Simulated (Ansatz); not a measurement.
Born–Oppenheimer molecular dynamics of a periodic cell of 28 atoms, Li4Ni3Sn5O16 (host Li4Ni3Sn5O16, host structure P1). It goes on from the last frame of an earlier run, with new velocities.

Method: DFT PBEsol, scalar-relativistic, plane waves, PAW (Ansatz). Settings: cutoff 420 eV, k mesh 2x2x1, fermi-dirac smearing 0.05 eV, spin collinear.

```
ensemble        : NVT, Nosé–Hoover chain
time step       : 1 fs
steps asked     : 50
set temperature : 1440 K
thermostat      : time constant 100 fs, chain length 3
seed            : 675112
```

Frames 5 fs apart, positions in Å, forces in eV/Å.

Velocities at 10.0 fs (Å/ps):

```
Li -14.05 14.32 22.29
Li -7.60 -1.61 3.71
Li -28.86 2.46 -7.96
Li 1.97 -16.48 -3.42
Ni 5.10 -9.50 -7.37
Ni 6.54 3.40 -6.71
Ni -1.32 -5.64 -4.21
Sn 0.59 1.84 -1.99
Sn 0.31 -2.76 0.42
Sn 3.45 1.19 1.83
Sn 2.61 4.52 4.30
Sn -7.36 0.70 1.64
O -8.11 -0.98 1.96
O -5.24 -11.11 5.83
O -1.60 -9.83 -2.61
O 0.15 -2.73 -4.92
O 5.63 3.19 7.32
O -3.45 1.59 -1.59
O -5.83 15.24 2.48
O 2.44 -14.38 -6.85
O -4.36 0.75 -0.36
O -1.25 13.65 5.58
O 4.70 5.19 1.67
O 5.76 2.38 1.48
O 4.04 -5.91 -0.07
O -6.18 -6.44 6.26
O -4.01 6.68 -3.92
O 3.47 5.65 2.47
```

```xyz
28
Lattice="6.1107 0.0000 0.0000 3.0327 5.3751 0.0000 0.0115 0.1407 9.9075" Properties=species:S:1:pos:R:3:forces:R:3 time_fs=10.0 energy_less_start_eV=1.061 T=1137
Li 2.904 1.672 1.126 0.17 0.54 -0.09
Li 0.285 0.245 0.237 -0.14 0.14 -0.32
Li -0.285 0.051 4.843 2.40 -0.57 1.65
Li 6.013 3.765 5.710 0.11 -0.15 0.54
Ni 1.505 0.813 7.782 2.30 2.35 0.14
Ni 4.625 4.591 2.736 0.15 -0.35 2.50
Ni 6.107 1.987 2.876 0.01 -1.89 -0.16
Sn 3.061 3.577 7.753 -0.19 0.74 1.62
Sn 3.127 1.892 5.100 -2.76 -1.12 -2.07
Sn 4.562 0.947 7.727 1.79 -1.42 0.51
Sn 7.526 4.566 2.832 1.46 -0.37 -0.74
Sn 5.921 3.617 0.141 1.62 -1.27 0.08
O 2.858 3.686 4.038 0.61 -0.31 0.48
O 4.441 2.559 6.446 1.17 1.38 0.13
O 3.233 1.782 8.828 -2.29 1.12 1.21
O 6.219 0.099 6.821 -1.18 -0.71 -0.45
O 3.163 5.468 2.068 -0.84 0.70 -0.91
O 4.729 0.936 3.958 -1.41 1.76 -0.60
O 1.722 2.699 6.657 -0.70 -1.35 -1.72
O 3.075 0.207 6.489 0.08 0.39 -0.38
O 7.593 4.535 8.818 0.38 0.08 0.85
O 1.617 0.797 3.993 -0.21 0.25 -0.39
O 6.065 5.184 1.465 0.38 0.78 0.15
O 7.383 2.753 1.734 -0.34 0.23 -0.54
O 6.023 3.636 3.787 -0.95 0.50 0.15
O 4.529 4.549 8.909 -1.46 0.76 -0.44
O 4.670 2.979 1.752 -0.23 -0.15 -0.57
O 6.035 2.043 9.031 0.06 -2.05 -0.61
28
Lattice="6.1107 0.0000 0.0000 3.0327 5.3751 0.0000 0.0115 0.1407 9.9075" Properties=species:S:1:pos:R:3:forces:R:3 time_fs=15.0 energy_less_start_eV=1.613 T=981
Li 2.838 1.752 1.236 0.39 0.23 -0.20
Li 0.245 0.239 0.249 -0.11 0.16 -0.38
Li -0.383 0.050 4.837 2.78 -0.83 2.14
Li 6.025 3.681 5.702 0.22 -0.05 0.59
Ni 1.535 0.770 7.745 2.13 2.32 0.23
Ni 4.657 4.608 2.708 0.00 -0.24 3.03
Ni 6.101 1.955 2.855 0.48 -0.92 0.19
Sn 3.064 3.587 7.745 -0.73 0.17 1.83
Sn 3.126 1.877 5.100 -3.14 -0.87 -1.87
Sn 4.581 0.951 7.737 1.41 -1.92 0.82
Sn 7.540 4.587 2.853 0.88 -1.10 -1.20
Sn 5.886 3.619 0.149 2.32 -1.08 0.11
O 2.823 3.679 4.051 0.88 -0.20 0.56
O 4.425 2.515 6.475 1.23 1.82 -0.34
O 3.208 1.741 8.823 -2.25 1.25 0.77
O 6.211 0.080 6.793 -0.90 -0.44 -0.23
O 3.185 5.489 2.097 -1.03 0.73 -1.16
O 4.701 0.959 3.944 -1.36 1.91 -0.82
O 1.688 2.764 6.656 -0.37 -1.78 -1.78
O 3.088 0.140 6.453 0.18 0.95 -0.09
O 7.574 4.539 8.823 0.54 0.11 0.82
O 1.610 0.866 4.017 -0.20 -0.21 -0.70
O 6.091 5.215 1.474 0.31 0.55 0.06
O 7.408 2.767 1.738 -0.84 0.28 -0.43
O 6.036 3.610 3.786 -1.02 0.46 -0.23
O 4.486 4.523 8.936 -1.45 1.10 -0.70
O 4.648 3.011 1.729 -0.20 -0.28 -0.40
O 6.053 2.055 9.038 -0.16 -2.15 -0.63
28
Lattice="6.1107 0.0000 0.0000 3.0327 5.3751 0.0000 0.0115 0.1407 9.9075" Properties=species:S:1:pos:R:3:forces:R:3 time_fs=20.0 energy_less_start_eV=1.500 T=1015
Li 2.785 1.839 1.338 0.81 -0.19 -0.33
Li 0.201 0.239 0.249 -0.08 0.13 -0.37
Li -0.389 0.024 4.900 1.93 -0.25 1.30
Li 6.045 3.594 5.715 0.27 0.05 0.52
Ni 1.574 0.737 7.710 1.58 2.18 0.20
Ni 4.690 4.623 2.692 -0.39 -0.10 3.08
Ni 6.096 1.920 2.834 0.67 0.29 0.65
Sn 3.065 3.597 7.740 -1.57 -0.68 1.53
Sn 3.118 1.860 5.097 -3.07 -0.46 -1.36
Sn 4.603 0.952 7.748 0.54 -1.73 1.40
Sn 7.556 4.607 2.871 0.44 -1.51 -1.22
Sn 5.856 3.620 0.158 2.65 -0.87 -0.23
O 2.801 3.669 4.073 0.96 0.07 0.45
O 4.426 2.498 6.499 0.90 1.86 -0.68
O 3.149 1.720 8.829 -1.47 0.95 -0.13
O 6.190 0.055 6.762 -0.36 -0.11 0.14
O 3.191 5.521 2.108 -0.87 0.38 -1.18
O 4.653 1.008 3.919 -0.20 0.89 -0.34
O 1.649 2.802 6.629 0.34 -1.83 -1.35
O 3.104 0.086 6.415 0.23 1.36 0.18
O 7.564 4.545 8.840 0.55 0.12 0.71
O 1.599 0.932 4.031 -0.32 -0.67 -0.91
O 6.122 5.254 1.484 0.16 0.21 -0.05
O 7.420 2.784 1.735 -1.39 0.41 -0.31
O 6.033 3.591 3.783 -0.92 0.40 -0.56
O 4.423 4.514 8.953 -0.78 1.16 -0.50
O 4.623 3.039 1.699 -0.18 -0.31 -0.13
O 6.068 2.036 9.037 -0.43 -1.76 -0.49
28
Lattice="6.1107 0.0000 0.0000 3.0327 5.3751 0.0000 0.0115 0.1407 9.9075" Properties=species:S:1:pos:R:3:forces:R:3 time_fs=25.0 energy_less_start_eV=1.393 T=1050
Li 2.761 1.920 1.429 1.18 -0.56 -0.40
Li 0.154 0.244 0.236 -0.02 0.04 -0.29
Li -0.327 -0.013 5.008 1.04 0.13 -0.14
Li 6.074 3.510 5.746 0.21 0.20 0.31
Ni 1.619 0.713 7.675 0.86 2.00 0.19
Ni 4.722 4.638 2.689 -0.91 0.03 2.76
Ni 6.095 1.886 2.817 0.61 1.64 1.15
Sn 3.063 3.606 7.739 -2.37 -1.60 0.96
Sn 3.104 1.843 5.090 -2.69 0.01 -0.70
Sn 4.626 0.949 7.763 -0.40 -1.09 1.64
Sn 7.574 4.624 2.887 0.16 -1.60 -0.89
Sn 5.831 3.618 0.166 2.70 -0.64 -0.72
O 2.793 3.660 4.102 0.87 0.43 0.17
O 4.440 2.509 6.513 0.43 1.47 -0.68
O 3.068 1.712 8.834 -0.45 0.58 -0.96
O 6.164 0.029 6.734 0.24 0.20 0.86
O 3.184 5.559 2.103 -0.47 -0.31 -1.10
O 4.602 1.072 3.889 0.78 -0.17 -0.12
O 1.615 2.813 6.581 1.12 -1.74 -0.69
O 3.123 0.053 6.380 0.22 1.58 0.39
O 7.561 4.553 8.867 0.42 0.08 0.51
O 1.583 0.988 4.031 -0.48 -1.10 -1.03
O 6.155 5.297 1.494 -0.06 -0.14 -0.11
O 7.412 2.808 1.728 -1.74 0.45 -0.30
O 6.017 3.578 3.771 -0.69 0.36 -0.72
O 4.348 4.522 8.963 0.29 1.05 -0.02
O 4.596 3.062 1.668 -0.20 -0.25 0.18
O 6.076 1.990 9.027 -0.67 -1.05 -0.27
28
Lattice="6.1107 0.0000 0.0000 3.0327 5.3751 0.0000 0.0115 0.1407 9.9075" Properties=species:S:1:pos:R:3:forces:R:3 time_fs=30.0 energy_less_start_eV=1.592 T=1000
Li 2.777 1.982 1.508 1.09 -0.61 -0.36
Li 0.106 0.250 0.213 0.05 -0.12 -0.12
Li -0.227 -0.045 5.110 0.51 0.17 -1.92
Li 6.110 3.432 5.787 -0.01 0.40 0.02
Ni 1.668 0.697 7.641 0.10 1.79 0.24
Ni 4.749 4.653 2.697 -1.43 0.09 2.19
Ni 6.095 1.859 2.804 0.37 2.89 1.52
Sn 3.056 3.611 7.739 -2.75 -2.35 0.47
Sn 3.085 1.825 5.082 -2.17 0.43 -0.12
Sn 4.648 0.943 7.780 -1.17 -0.29 1.36
Sn 7.591 4.638 2.901 -0.07 -1.54 -0.56
Sn 5.811 3.615 0.172 2.65 -0.38 -1.03
O 2.798 3.658 4.133 0.68 0.74 -0.18
O 4.461 2.541 6.518 -0.04 0.80 -0.41
O 2.980 1.714 8.825 0.49 0.35 -1.37
O 6.141 0.005 6.719 0.70 0.44 2.05
O 3.170 5.591 2.080 -0.01 -1.05 -0.98
O 4.562 1.133 3.856 1.20 -0.86 -0.21
O 1.598 2.798 6.523 1.71 -1.64 -0.04
O 3.146 0.043 6.350 0.20 1.58 0.53
O 7.565 4.562 8.903 0.20 -0.01 0.28
O 1.560 1.027 4.016 -0.52 -1.41 -1.00
O 6.188 5.338 1.502 -0.27 -0.43 -0.10
O 7.378 2.839 1.715 -1.45 0.17 -0.42
O 5.991 3.571 3.749 -0.35 0.35 -0.63
O 4.278 4.546 8.973 1.29 0.84 0.39
O 4.565 3.082 1.639 -0.22 -0.14 0.46
O 6.075 1.929 9.014 -0.78 -0.20 -0.06
28
Lattice="6.1107 0.0000 0.0000 3.0327 5.3751 0.0000 0.0115 0.1407 9.9075" Properties=species:S:1:pos:R:3:forces:R:3 time_fs=35.0 energy_less_start_eV=1.766 T=957
Li 2.829 2.024 1.573 0.56 -0.47 -0.30
Li 0.060 0.251 0.186 0.12 -0.34 0.11
Li -0.108 -0.072 5.149 0.46 0.20 -2.63
Li 6.145 3.368 5.829 -0.30 0.59 -0.23
Ni 1.718 0.688 7.607 -0.66 1.51 0.31
Ni 4.771 4.669 2.714 -1.91 0.08 1.38
Ni 6.098 1.843 2.797 0.06 3.59 1.50
Sn 3.044 3.612 7.740 -2.54 -2.73 0.32
Sn 3.061 1.808 5.074 -1.56 0.77 0.12
Sn 4.668 0.938 7.800 -1.80 0.38 0.73
Sn 7.609 4.648 2.914 -0.30 -1.43 -0.51
Sn 5.797 3.611 0.177 2.49 -0.11 -1.07
O 2.813 3.667 4.162 0.46 0.84 -0.52
O 4.482 2.586 6.516 -0.42 0.13 -0.06
O 2.899 1.721 8.795 1.25 0.27 -1.33
O 6.128 -0.013 6.734 0.76 0.60 2.24
O 3.156 5.609 2.043 0.34 -1.40 -0.66
O 4.539 1.182 3.820 1.17 -1.23 -0.19
O 1.606 2.758 6.464 1.93 -1.53 0.46
O 3.172 0.057 6.328 0.18 1.34 0.60
O 7.572 4.571 8.942 -0.05 -0.15 0.03
O 1.529 1.046 3.985 -0.31 -1.52 -0.77
O 6.216 5.372 1.509 -0.47 -0.61 -0.03
O 7.323 2.872 1.696 -0.64 -0.30 -0.50
O 5.959 3.569 3.718 0.09 0.35 -0.27
O 4.226 4.582 8.988 1.89 0.45 0.43
O 4.531 3.099 1.617 -0.15 0.01 0.65
O 6.062 1.864 9.000 -0.67 0.73 0.19
28
Lattice="6.1107 0.0000 0.0000 3.0327 5.3751 0.0000 0.0115 0.1407 9.9075" Properties=species:S:1:pos:R:3:forces:R:3 time_fs=40.0 energy_less_start_eV=1.717 T=980
Li 2.901 2.050 1.629 0.01 -0.41 -0.28
Li 0.018 0.241 0.163 0.19 -0.51 0.32
Li 0.027 -0.092 5.102 0.59 0.39 -1.28
Li 6.171 3.323 5.863 -0.41 0.67 -0.33
Ni 1.765 0.685 7.575 -1.44 1.12 0.35
Ni 4.785 4.685 2.737 -2.34 0.04 0.34
Ni 6.100 1.841 2.796 -0.27 3.50 0.93
Sn 3.026 3.607 7.743 -1.83 -2.68 0.50
Sn 3.034 1.793 5.066 -0.76 1.00 -0.12
Sn 4.685 0.933 7.822 -2.43 0.82 -0.03
Sn 7.625 4.656 2.925 -0.53 -1.31 -0.79
Sn 5.788 3.607 0.179 2.17 0.14 -0.92
O 2.836 3.688 4.182 0.24 0.60 -0.80
O 4.496 2.633 6.513 -0.63 -0.35 0.20
O 2.837 1.732 8.746 1.83 0.30 -0.85
O 6.127 -0.021 6.780 0.68 0.62 0.47
O 3.147 5.606 1.997 0.50 -1.13 -0.04
O 4.534 1.212 3.781 0.82 -1.33 0.09
O 1.642 2.695 6.412 1.48 -1.23 0.76
O 3.200 0.091 6.315 0.19 0.86 0.59
O 7.578 4.578 8.982 -0.25 -0.29 -0.23
O 1.493 1.042 3.944 0.13 -1.41 -0.32
O 6.238 5.398 1.515 -0.60 -0.70 0.09
O 7.258 2.901 1.670 0.21 -0.69 -0.38
O 5.929 3.572 3.683 0.61 0.30 0.33
O 4.202 4.625 9.009 2.07 -0.13 0.13
O 4.495 3.117 1.604 0.09 0.18 0.70
O 6.039 1.810 8.989 -0.31 1.64 0.57
28
Lattice="6.1107 0.0000 0.0000 3.0327 5.3751 0.0000 0.0115 0.1407 9.9075" Properties=species:S:1:pos:R:3:forces:R:3 time_fs=45.0 energy_less_start_eV=1.868 T=947
Li 2.974 2.061 1.675 -0.40 -0.51 -0.27
Li -0.017 0.213 0.150 0.23 -0.52 0.36
Li 0.184 -0.098 5.010 0.45 0.57 0.17
Li 6.183 3.302 5.887 -0.28 0.59 -0.30
Ni 1.806 0.687 7.544 -2.15 0.64 0.34
Ni 4.790 4.701 2.761 -2.68 -0.07 -0.76
Ni 6.102 1.855 2.798 -0.58 2.88 0.06
Sn 3.005 3.597 7.746 -0.90 -2.13 0.69
Sn 3.005 1.779 5.058 0.38 1.09 -0.88
Sn 4.696 0.929 7.844 -2.94 1.06 -0.77
Sn 7.641 4.661 2.936 -0.72 -1.16 -1.19
Sn 5.783 3.603 0.180 1.70 0.33 -0.74
O 2.862 3.718 4.191 0.01 0.08 -0.94
O 4.502 2.675 6.513 -0.66 -0.61 0.33
O 2.801 1.748 8.684 2.21 0.30 -0.03
O 6.136 -0.021 6.834 0.71 0.48 -1.14
O 3.145 5.586 1.949 0.49 -0.55 0.73
O 4.540 1.224 3.744 0.34 -1.18 0.51
O 1.700 2.613 6.370 0.22 -0.59 1.07
O 3.232 0.138 6.311 0.26 0.16 0.53
O 7.580 4.580 9.019 -0.33 -0.38 -0.51
O 1.460 1.017 3.897 0.71 -1.06 0.19
O 6.250 5.413 1.522 -0.66 -0.71 0.20
O 7.196 2.919 1.639 0.90 -0.93 -0.06
O 5.908 3.579 3.652 1.09 0.24 0.99
O 4.208 4.667 9.032 1.95 -0.71 -0.32
O 4.461 3.138 1.601 0.47 0.39 0.66
O 6.012 1.780 8.986 0.15 2.31 1.08
```

Of the whole run (50 fs, mean temperature of the second half 967 K): The conserved energy stayed within 0.15 meV per atom of its start (net change 0.082 meV per atom), so the integration is sound. The mean temperature of the second half is 33 % below the set value. A run of 0.05 ps of so small a system gives no equilibrium averages. No Hubbard correction was used and the magnetic state wasn't searched. Limits of this set-up: coarse k mesh.

Time of the run: 18 min on 2 threads of Arm Neoverse V2 (shared host), peak memory 1 GiB.
